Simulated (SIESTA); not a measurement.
# Ta3W under changes of volume

One of the cells (17.786 Å³/atom); the others are scaled copies at fixed shape and fractional positions:

```
W Ta
1.0
     0.00000    3.28881    3.28881
     3.28881    0.00000    3.28881
     3.28881    3.28881    0.00000
W Ta
1 3
Direct
  0.00000 0.00000 0.00000
  0.50000 0.50000 0.50000
  0.75000 0.75000 0.75000
  0.25000 0.25000 0.25000
```

The cell comes from a database or a generator and needn't be the stable form of this composition.

```yaml
Program: SIESTA 5.4.2
Functional: PBEsol
Potentials_or_basis: PseudoDojo 0.4 standard (PBEsol files)
Basis: DZP (energy shift 0.003 Ry; two zetas on semicore shells)
Grid_cutoff: 800 Ry
Energy_shift: 0.003 Ry
k_mesh: 7 × 7 × 7
Occupations: fermi-dirac, width 0.05 eV
Spin: no spin polarisation
```

```csv
volume (Å³/atom),energy over the lowest point (meV/atom),pressure (GPa)
16.391,27.58,12.2
16.740,7.68,6.4
17.089,0.00,0.9
17.786,17.44,-8.5
18.135,40.29,-12.4
18.484,?,?
```

Problem. What does the run at 18.484 Å³/atom give?

Solution. Energy over the lowest point 71.29 meV/atom; pressure -16.0 GPa.

Worked out: A Birch-Murnaghan fit of order 3 (a polynomial in V^(-2/3)) to the other rows has its minimum at 17.14 Å³/atom with B0 = V·E''(V) = 248 GPa and B' = 4.0. It gives 71.48 meV/atom at 18.484 Å³/atom, against the run's 71.29, and -dE/dV = -16.1 GPa, against -16.0.

Energies are extrapolated to zero smearing.

Caveats: short orbitals over semicore shells can move pressures by several GPa; the basis of atomic orbitals isn't converged, which shifts pressures, moduli and gaps.
